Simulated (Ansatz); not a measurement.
# AlFH3NSi: shift of H5 from Si2 to N3, part 1 of 2

How high is the barrier for the shift of H5 from Si2 to N3? Relax the two ends, then run a nudged elastic band between them. SMILES of the start: F[SiH]1[NH][AlH]1.

Program: Ansatz 0.2.0. Level of theory: RKS PBE0/def2-SVP. These are calculated values, not measurements.

**1. The starting structure**

Bond lengths: F1–Si2 1.690 Å, Si2–N3 1.778 Å, Si2–Al4 2.334 Å, N3–Al4 1.853 Å, Si2–H5 1.488 Å, N3–H6 1.049 Å, Al4–H7 1.595 Å. Angles: F1–Si2–N3 109.5°, F1–Si2–Al4 118.2°, F1–Si2–H5 116.4°, N3–Si2–Al4 51.4°, N3–Si2–H5 110.0°, Al4–Si2–H5 125.4°, Si2–N3–Al4 80.0°, Si2–N3–H6 109.5°, Al4–N3–H6 107.7°, Si2–Al4–N3 48.6°, Si2–Al4–H7 145.0°, N3–Al4–H7 154.1°.

As a file:

```xyz
7

F    -1.1653   -1.8606    0.5427
Si   -0.2613   -0.8554   -0.4714
N     0.9506    0.0217    0.4897
Al   -0.1709    1.4227    0.0301
H     0.3891   -1.5063   -1.6408
H     0.8057   -0.1826    1.5079
H    -0.4868    2.8924   -0.5038
```

**2. End point A**

Input file input.yaml:

```yaml
crystal:
  periodic: [false, false, false]
  atoms:
    - { symbol: F, position_ang: [-1.1653, -1.8606, 0.5427] }
    - { symbol: Si, position_ang: [-0.2613, -0.8554, -0.4714] }
    - { symbol: "N", position_ang: [0.9506, 0.0217, 0.4897] }
    - { symbol: Al, position_ang: [-0.1709, 1.4227, 0.0301] }
    - { symbol: H, position_ang: [0.3891, -1.5063, -1.6408] }
    - { symbol: H, position_ang: [0.8057, -0.1826, 1.5079] }
    - { symbol: H, position_ang: [-0.4868, 2.8924, -0.5038] }
basis:
  gaussian: { orbitals: def2-SVP }
hamiltonian:
  xc: pbe0
relax:
  f_tol: 0.02
  max_steps: 50
```

Started as:

```console
> ansatz run input.yaml --threads 1 --pin off --max-ram 2048MiB --backend cpu --events-out ev --progress --plain --runs-dir out
```

Log, cut to the lines that bear on the results:

```text
Warning: RAYON_NUM_THREADS=1 ignored (pool sized by the plan → 1); use --threads N
[...]
Functional definition: PBE0
[...]
798 factors; integrals over basis functions are off by at most 3.5e-4 eV
[...]
mean field -18711.82384662 eV, -687.6468430335 hartree, gradient 4.0e-5 eV, S^2 0.000000; 0 other end points of the search recorded, 0 dependent functions left out
[...]
reference -18711.82387484 eV, -687.6468440704 hartree; 23, 23 occupied and 56, 56 virtual orbitals, 798 factors
relax step   1: F+E_penalty+E_count = -18711.82384662 eV  Δ(F+E_penalty+E_count) = +0.000e0 eV  max|allowed force component| = 1.966e0 eV/Å  Δτ_max = 0.0000 Å  (28 SCF iters, accepted)
[...]
Total energy: -18713.10873630 eV, -687.6940618584 hartree
Atom 0 at    -1.360816    -1.870934     0.240567 Å, force     0.007277    -0.000044    -0.005037 eV/Å
Atom 1 at    -0.282817    -0.873571    -0.479052 Å, force     0.002382     0.001691     0.010685 eV/Å
Atom 2 at     0.625880     0.145441     0.619190 Å, force    -0.001125    -0.012752     0.008976 eV/Å
Atom 3 at    -0.302420     1.413542    -0.256412 Å, force    -0.001381     0.008503    -0.008723 eV/Å
Atom 4 at     0.505467    -1.796397    -1.349563 Å, force    -0.004079    -0.000166     0.001232 eV/Å
Atom 5 at     1.300424    -0.074480     1.348369 Å, force    -0.002382    -0.000085    -0.007573 eV/Å
Atom 6 at    -0.424618     2.988301    -0.168700 Å, force    -0.000693     0.002853     0.000440 eV/Å
Dipole moment:     0.274376     0.383520     0.003744 e Å
```

Run time: 18 s. Hardware: 1 thread of Intel Xeon 6975P-C (Granite Rapids), shared host; peak memory 0.16 GiB.

Step by step:

| step | energy from step 1 (eV) | largest force component (eV/Å) |
| --- | --- | --- |
| 1 | 0.0000 | 1.9657 |
| 2 | -0.5445 | 1.6372 |
| 3 | -0.8692 | 1.8714 |
| 4 | -1.1612 | 1.1618 |
| 5 | -1.2495 | 0.5388 |
| 6 | -1.2773 | 0.2046 |
| 7 | -1.2792 | 0.4190 |
| 8 | -1.2829 | 0.1569 |
| 9 | -1.2833 | 0.0481 |
| 10 | -1.2847 | 0.0350 |
| 11 | -1.2849 | 0.0128 |

Step 1 is the start.

After: Bond lengths: F1–Si2 1.635 Å, Si2–N3 1.752 Å, Si2–Al4 2.298 Å, N3–Al4 1.799 Å, Si2–H5 1.494 Å, N3–H6 1.017 Å, Al4–H7 1.582 Å. Angles: F1–Si2–N3 114.9°, F1–Si2–Al4 124.0°, F1–Si2–H5 103.2°, N3–Si2–Al4 50.6°, N3–Si2–H5 116.8°, Al4–Si2–H5 132.5°, Si2–N3–Al4 80.6°, Si2–N3–H6 131.9°, Al4–N3–H6 147.5°, Si2–Al4–N3 48.8°, Si2–Al4–H7 175.4°, N3–Al4–H7 135.6°.

**3. End point B**

The second end starts from a geometry with the move made by hand.

input.yaml, as its differences from that of step 2:

```diff
@@ -7,3 +7,3 @@
     - { symbol: Al, position_ang: [-0.1709, 1.4227, 0.0301] }
-    - { symbol: H, position_ang: [0.3891, -1.5063, -1.6408] }
+    - { symbol: H, position_ang: [1.80244, -0.29778, -0.01418] }
     - { symbol: H, position_ang: [0.8057, -0.1826, 1.5079] }
@@ -17 +17,3 @@
   max_steps: 50
+output:
+  orbitals: {}
```

Started as:

```console
> ansatz run input.yaml --threads 1 --pin off --max-ram 2048MiB --backend cpu --events-out ev --progress --plain --runs-dir out
```

Log, cut to the lines that bear on the results:

```text
Warning: RAYON_NUM_THREADS=1 ignored (pool sized by the plan → 1); use --threads N
[...]
Functional definition: PBE0
[...]
798 factors; integrals over basis functions are off by at most 5.1e-4 eV
[...]
mean field -18710.39963263 eV, -687.5945041349 hartree, gradient 8.4e-5 eV, S^2 0.000000; 0 other end points of the search recorded, 0 dependent functions left out
[...]
reference -18710.39966041 eV, -687.5945051557 hartree; 23, 23 occupied and 56, 56 virtual orbitals, 798 factors
[...]
relax step  25: F+E_penalty+E_count = -18712.18757643 eV  Δ(F+E_penalty+E_count) = -1.689e-2 eV  max|allowed force component| = 2.194e-1 eV/Å  Δτ_max = 0.1918 Å  (29 SCF iters, accepted)
relax step  26: F+E_penalty+E_count = -18712.22535270 eV  Δ(F+E_penalty+E_count) = -3.778e-2 eV  max|allowed force component| = 2.495e-1 eV/Å  Δτ_max = 0.1297 Å  (30 SCF iters, accepted)
relax step  27: F+E_penalty+E_count = -18712.25307661 eV  Δ(F+E_penalty+E_count) = -2.772e-2 eV  max|allowed force component| = 2.961e-1 eV/Å  Δτ_max = 0.0463 Å  (29 SCF iters, accepted)
```

**4. The output, continued: end point B relaxed**

Output, continued, cut to the lines that bear on the results:

```text
relax step  28: F+E_penalty+E_count = -18712.27835992 eV  Δ(F+E_penalty+E_count) = -2.528e-2 eV  max|allowed force component| = 3.216e-1 eV/Å  Δτ_max = 0.0383 Å  (29 SCF iters, accepted)
[...]
relax step  30: F+E_penalty+E_count = -18712.27909317 eV  Δ(F+E_penalty+E_count) = +2.125e-2 eV  max|allowed force component| = 1.478e0 eV/Å  Δτ_max = 0.1928 Å  (30 SCF iters, rejected (line search))
[...]
Atom 3 at    -0.476739     0.929884    -0.284456 Å, force     0.006407     0.006923     0.002104 eV/Å
Atom 4 at     1.953207     0.031910    -0.053907 Å, force     0.010434     0.004179    -0.005714 eV/Å
Atom 5 at     1.238860    -0.367952     1.379653 Å, force    -0.010074     0.001406     0.003525 eV/Å
Atom 6 at    -0.790267     2.425398     0.123338 Å, force     0.003663    -0.004685    -0.001872 eV/Å
Dipole moment:     0.567430     0.180013     0.148464 e Å
```

Run time: 58 s. Hardware: 1 thread of Intel Xeon 6975P-C (Granite Rapids), shared host; peak memory 0.16 GiB.

Relaxation path, one in 2:

| step | energy from step 1 (eV) | largest force component (eV/Å) |
| --- | --- | --- |
| 1 | 0.0000 | 3.9364 |
| 3 | -1.5595 | 1.0834 |
| 5 | -1.6747 | 1.3851 |
| 7 | -1.7437 | 0.4539 |
| 9 | -1.7539 | 0.1758 |
| 11 | -1.7604 | 0.0725 |
| 13 | -1.7628 | 0.0776 |
| 15 | -1.7640 | 0.0424 |
| 17 | -1.7647 | 0.0261 |
| 19 | -1.7650 | 0.0184 |
| 21 | -1.7664 | 0.0329 |
| 23 | -1.7691 | 0.0532 |
| 25 | -1.7879 | 0.2194 |
| 27 | -1.8534 | 0.2961 |
| 29 | -1.9007 | 0.3239 |
| 31 | -1.9548 | 0.2752 |
| 33 | -1.9593 | 1.1003 |
| 35x | -1.9768 | 0.1613 |
| 36 | -1.9806 | 0.0104 |

Step 1 is the start. 2 steps were tried and not accepted (marked x).

After: Bond lengths: F1–Si2 1.975 Å, Si2–N3 2.000 Å, F1–Al4 1.860 Å, Si2–Al4 2.321 Å, N3–Al4 1.975 Å, N3–H5 1.021 Å, N3–H6 1.023 Å, Al4–H7 1.582 Å. Angles (14 of 16 angles, heavy atoms first): F1–Si2–N3 75.9°, F1–Si2–Al4 50.5°, N3–Si2–Al4 53.8°, Si2–F1–Al4 74.4°, Si2–N3–Al4 71.4°, F1–Al4–Si2 55.0°, F1–Al4–N3 79.2°, Si2–Al4–N3 54.8°, Si2–N3–H5 112.4°, Si2–N3–H6 116.3°, Al4–N3–H5 116.8°, Al4–N3–H6 127.3°, F1–Al4–H7 117.9°, Si2–Al4–H7 172.6°.

Pairs that crossed the distance rule for bonds on the way: came closer F1–Al4.

**5. The band**

crystal.atoms is end A as relaxed above, and neb.final_atoms is end B, turned to lie on A. With 7 inner images the band has 9 in all. The start path is listed, through a guess of the saddle.

Input file input.yaml:

```yaml
crystal:
  periodic: [false, false, false]
  atoms:
    - { symbol: F, position_ang: [-1.360816, -1.870934, 0.240567] }
    - { symbol: Si, position_ang: [-0.282817, -0.873571, -0.479052] }
    - { symbol: "N", position_ang: [0.62588, 0.145441, 0.61919] }
    - { symbol: Al, position_ang: [-0.30242, 1.413542, -0.256412] }
    - { symbol: H, position_ang: [0.505467, -1.796397, -1.349563] }
    - { symbol: H, position_ang: [1.300424, -0.07448, 1.348369] }
    - { symbol: H, position_ang: [-0.424618, 2.988301, -0.1687] }
basis:
  gaussian: { orbitals: def2-SVP }
hamiltonian:
  xc: pbe0
neb:
  order_check: false
  images: 7
  f_tol: 0.05
  max_iterations: 60
  final_atoms:
    - { symbol: F, position_ang: [-1.51151368, -0.27504986, 0.76946035] }
    - { symbol: Si, position_ang: [-0.78768294, -1.4465616, -0.64612119] }
    - { symbol: "N", position_ang: [0.80751532, -0.43319887, 0.00965389] }
    - { symbol: Al, position_ang: [-0.62757149, 0.85698469, -0.41280696] }
    - { symbol: H, position_ang: [1.59204735, -0.47886338, -0.64291531] }
    - { symbol: H, position_ang: [1.15808022, -0.68869715, 0.93598235] }
    - { symbol: H, position_ang: [-0.56977479, 2.39728817, -0.05885413] }
  initial_path:
    images:
      - { positions_ang: [[-1.360816, -1.870934, 0.240567], [-0.282817, -0.873571, -0.479052], [0.62588, 0.145441, 0.61919], [-0.30242, 1.413542, -0.256412], [0.505467, -1.796397, -1.349563], [1.300424, -0.07448, 1.348369], [-0.424618, 2.988301, -0.1687]] }
      - { positions_ang: [[-1.35372524, -1.87398149, 0.31660101], [-0.34595178, -0.8813265, -0.50408873], [0.69281957, 0.06666388, 0.50991793], [-0.26885667, 1.39360366, -0.19921532], [0.56411387, -1.56776589, -1.24182516], [1.20275433, -0.15822634, 1.31196185], [-0.43005407, 2.95293469, -0.23895258]] }
      - { positions_ang: [[-1.34663449, -1.87702898, 0.39263502], [-0.40908657, -0.889082, -0.52912546], [0.75975913, -0.01211323, 0.40064586], [-0.23529334, 1.37366532, -0.14201863], [0.62276073, -1.33913479, -1.13408732], [1.10508467, -0.24197269, 1.27555469], [-0.43549014, 2.91756837, -0.30920516]] }
      - { positions_ang: [[-1.33954373, -1.88007647, 0.46866904], [-0.47222135, -0.89683751, -0.55416219], [0.8266987, -0.09089035, 0.2913738], [-0.20173001, 1.35372698, -0.08482195], [0.6814076, -1.11050368, -1.02634948], [1.007415, -0.32571903, 1.23914754], [-0.4409262, 2.88220206, -0.37945775]] }
      - { positions_ang: [[-1.33245298, -1.88312396, 0.54470305], [-0.53535614, -0.90459301, -0.57919893], [0.89363826, -0.16966747, 0.18210173], [-0.16816668, 1.33378864, -0.02762526], [0.74005447, -0.88187257, -0.91861164], [0.90974533, -0.40946537, 1.20274038], [-0.44636227, 2.84683574, -0.44971033]] }
      - { positions_ang: [[-1.37721815, -1.48110544, 0.60089237], [-0.59843784, -1.04008516, -0.59592949], [0.87210753, -0.23555032, 0.13898977], [-0.28301788, 1.21458765, -0.12392069], [0.95305269, -0.78112027, -0.84968756], [0.97182905, -0.47927332, 1.13605088], [-0.4772154, 2.73444885, -0.35199628]] }
      - { positions_ang: [[-1.42198333, -1.07908691, 0.6570817], [-0.66151954, -1.1755773, -0.61266006], [0.85057679, -0.30143317, 0.09587781], [-0.39786908, 1.09538667, -0.22021611], [1.16605091, -0.68036797, -0.78076348], [1.03391278, -0.54908126, 1.06936137], [-0.50806853, 2.62206195, -0.25428223]] }
      - { positions_ang: [[-1.4667485, -0.67706838, 0.71327102], [-0.72460124, -1.31106945, -0.62939063], [0.82904605, -0.36731602, 0.05276585], [-0.51272028, 0.97618568, -0.31651153], [1.37904913, -0.57961568, -0.7118394], [1.0959965, -0.61888921, 1.00267186], [-0.53892166, 2.50967506, -0.15656818]] }
      - { positions_ang: [[-1.51151368, -0.27504986, 0.76946035], [-0.78768294, -1.4465616, -0.64612119], [0.80751532, -0.43319887, 0.00965389], [-0.62757149, 0.85698469, -0.41280696], [1.59204735, -0.47886338, -0.64291531], [1.15808022, -0.68869715, 0.93598235], [-0.56977479, 2.39728817, -0.05885413]] }
```

Started as:

```console
> ansatz run input.yaml --threads 1 --pin off --max-ram 2048MiB --backend cpu --events-out ev --progress --plain --runs-dir out
```

Log, cut to the lines that bear on the results:

```text
Warning: RAYON_NUM_THREADS=1 ignored (pool sized by the plan → 1); use --threads N
[...]
Functional definition: PBE0
[...]
798 factors; integrals over basis functions are off by at most 3.8e-4 eV
[...]
mean field -18713.10870713 eV, -687.6940607863 hartree, gradient 5.4e-5 eV, S^2 0.000000; 0 other end points of the search recorded, 0 dependent functions left out
[...]
reference -18713.10873561 eV, -687.6940618329 hartree; 23, 23 occupied and 56, 56 virtual orbitals, 798 factors
[...]
Atom 3 at    -0.284907     1.262674    -0.360418 Å, force    -0.009529     0.000284    -0.010687 eV/Å
Atom 4 at     0.894576    -1.164302    -0.543488 Å, force    -0.001304     0.003625     0.001010 eV/Å
Atom 5 at     1.497722    -0.291162     0.939772 Å, force    -0.000384    -0.008068    -0.005155 eV/Å
Atom 6 at    -0.533864     2.780702    -0.033230 Å, force     0.001616     0.002287     0.002851 eV/Å
Dipole moment:     0.281014     0.368719    -0.023780 e Å
this run last wrote the band of iteration 15 to <dir>
```

Run time: 2.5 min. Hardware: 1 thread of Intel Xeon 6975P-C (Granite Rapids), shared host; peak memory 0.17 GiB.

**6. What the band shows**

The 7 inner images lie between the fixed ends 0 and 8. Energy is taken from image 0, and the path length is the program's own coordinate along the band.

| image | path (Å) | energy (eV) | H5–Si2 (Å) | H5–N3 (Å) | band force (eV/Å) |
| --- | --- | --- | --- | --- | --- |
| 0 | 0.000 | 0.0000 | 1.49 | 2.77 | - |
| 1 | 0.541 | 0.2380 | 1.48 | 2.48 | 0.008 |
| 2 | 1.081 | 1.3703 | 1.46 | 2.00 | 0.019 |
| 3* | 1.622 | 2.6400 | 1.57 | 1.46 | 0.013 |
| 4 | 2.197 | 1.5087 | 2.05 | 1.04 | 0.016 |
| 5 | 2.772 | 1.0985 | 2.37 | 1.02 | 0.010 |
| 6 | 3.347 | 0.9443 | 2.55 | 1.02 | 0.009 |
| 7 | 3.923 | 0.9101 | 2.59 | 1.02 | 0.003 |
| 8 | 4.498 | 0.7284 | 2.57 | 1.02 | - |

The star marks the climbing image.

image, energy (eV) and a bar:
```
        0      0.000 
        1      0.238 ###
        2      1.370 ################
        3      2.640 ##############################
        4      1.509 #################
        5      1.099 ############
        6      0.944 ###########
        7      0.910 ##########
        8      0.728 ########
```

The top of the band by iteration:

| iteration | highest image above image 0 (eV) | largest band force (eV/Å) |
| --- | --- | --- |
| 1 | 4.9604 | 8.370 |
| 3 | 2.8736 | 1.457 |
| 5 | 2.6700 | 1.650 |
| 7 | 2.6525 | 0.859 |
| 9 | 2.5955 | 1.222 |
| 11 | 2.6534 | 0.286 |
| 13 | 2.6409 | 0.100 |
| 15 | 2.6400 | 0.019 |

Positions of all images (Å):

```xyz
7
image=0 dE=0.0000
F    -1.361   -1.871    0.241
Si   -0.283   -0.874   -0.479
N     0.626    0.145    0.619
Al   -0.302    1.414   -0.256
H     0.505   -1.796   -1.350
H     1.300   -0.074    1.348
H    -0.425    2.988   -0.169
7
image=1 dE=0.2380
F    -1.525   -1.749    0.204
Si   -0.344   -0.863   -0.508
N     0.650    0.145    0.535
Al   -0.292    1.411   -0.275
H     0.697   -1.769   -1.038
H     1.412   -0.189    1.114
H    -0.537    2.947   -0.077
7
image=2 dE=1.3703
F    -1.619   -1.687    0.317
Si   -0.490   -0.920   -0.601
N     0.697    0.114    0.403
Al   -0.270    1.348   -0.318
H     0.846   -1.496   -0.768
H     1.452   -0.277    0.958
H    -0.555    2.848   -0.037
7
image=3 dE=2.6400
F    -1.668   -1.639    0.424
Si   -0.658   -1.059   -0.742
N     0.814    0.042    0.269
Al   -0.285    1.263   -0.360
H     0.895   -1.164   -0.543
H     1.498   -0.291    0.940
H    -0.534    2.781   -0.033
7
image=4 dE=1.5087
F    -1.751   -1.580    0.524
Si   -0.831   -1.206   -0.793
N     0.871   -0.085    0.150
Al   -0.390    1.171   -0.439
H     1.162   -0.852   -0.486
H     1.436   -0.223    0.989
H    -0.435    2.706    0.008
7
image=5 dE=1.0985
F    -1.716   -1.445    0.720
Si   -0.848   -1.304   -0.688
N     0.769   -0.200    0.060
Al   -0.515    1.139   -0.532
H     1.422   -0.613   -0.607
H     1.227   -0.268    0.974
H    -0.277    2.624    0.027
7
image=6 dE=0.9443
F    -1.532   -1.168    0.884
Si   -0.833   -1.378   -0.630
N     0.702   -0.287   -0.039
Al   -0.611    1.100   -0.644
H     1.539   -0.431   -0.608
H     0.972   -0.388    0.943
H    -0.176    2.484    0.047
7
image=7 dE=0.9101
F    -1.511   -0.673    0.828
Si   -0.823   -1.422   -0.599
N     0.757   -0.359   -0.038
Al   -0.612    0.955   -0.608
H     1.585   -0.475   -0.625
H     1.034   -0.481    0.938
H    -0.369    2.386    0.059
7
image=8 dE=0.7284
F    -1.512   -0.275    0.769
Si   -0.788   -1.447   -0.646
N     0.808   -0.433    0.010
Al   -0.628    0.857   -0.413
H     1.592   -0.479   -0.643
H     1.158   -0.689    0.936
H    -0.570    2.397   -0.059
```

**7. Frequencies at the highest image**

The geometry is the highest inner image of the first converged band.

Input file input.yaml:

```yaml
crystal:
  periodic: [false, false, false]
  atoms:
    - { symbol: F, position_ang: [-1.668229, -1.639088, 0.424256] }
    - { symbol: Si, position_ang: [-0.657803, -1.05914, -0.741527] }
    - { symbol: "N", position_ang: [0.813605, 0.042219, 0.269033] }
    - { symbol: Al, position_ang: [-0.284907, 1.262674, -0.360418] }
    - { symbol: H, position_ang: [0.894576, -1.164302, -0.543488] }
    - { symbol: H, position_ang: [1.497722, -0.291162, 0.939772] }
    - { symbol: H, position_ang: [-0.533864, 2.780702, -0.03323] }
basis:
  gaussian: { orbitals: def2-SVP }
hamiltonian:
  xc: pbe0
phonons: {}
```

Started as:

```console
> ansatz run input.yaml --threads 1 --pin off --max-ram 2048MiB --backend cpu --events-out ev --progress --plain --runs-dir out
```

Log, cut to the lines that bear on the results:

```text
Warning: RAYON_NUM_THREADS=1 ignored (pool sized by the plan → 1); use --threads N
[...]
Functional definition: PBE0
[...]
802 factors; integrals over basis functions are off by at most 4.9e-4 eV
[...]
mean field -18710.46874865 eV, -687.5970441017 hartree, gradient 1.5e-5 eV, S^2 0.000000; 0 other end points of the search recorded, 0 dependent functions left out
[...]
reference -18710.46877640 eV, -687.5970451213 hartree; 23, 23 occupied and 56, 56 virtual orbitals, 802 factors
[...]
802 factors; integrals over basis functions are off by at most 4.9e-4 eV
[...]
WARN: phonons: modes at or below zero, which the zero-point energy, F, S and C_V leave out: 1, the lowest at -1487.14 cm⁻¹. A minimum has none, and a first-order saddle one
[...]
Atom 3 at    -0.284907     1.262674    -0.360418 Å, force    -0.009599     0.000275    -0.010664 eV/Å
Atom 4 at     0.894576    -1.164302    -0.543488 Å, force    -0.001282     0.003616     0.001012 eV/Å
Atom 5 at     1.497722    -0.291162     0.939772 Å, force    -0.000420    -0.008112    -0.005151 eV/Å
Atom 6 at    -0.533864     2.780702    -0.033230 Å, force     0.001608     0.002295     0.002854 eV/Å
Dipole moment:     0.281015     0.368719    -0.023780 e Å
Vibrations: -1487.14 172.64 203.42 297.42 419.28 441.53 533.88 568.51 739.97 833.35 848.78 1025.06 1993.25 2024.75 3644.01 cm⁻¹, zero-point energy 0.852135 eV
```

Run time: 48 s. Hardware: 1 thread of Intel Xeon 6975P-C (Granite Rapids), shared host; peak memory 0.16 GiB.

Of 15 modes, 1 is imaginary by more than 30 cm⁻¹ (1487i cm⁻¹).

(Continued in part 2 of 2.)
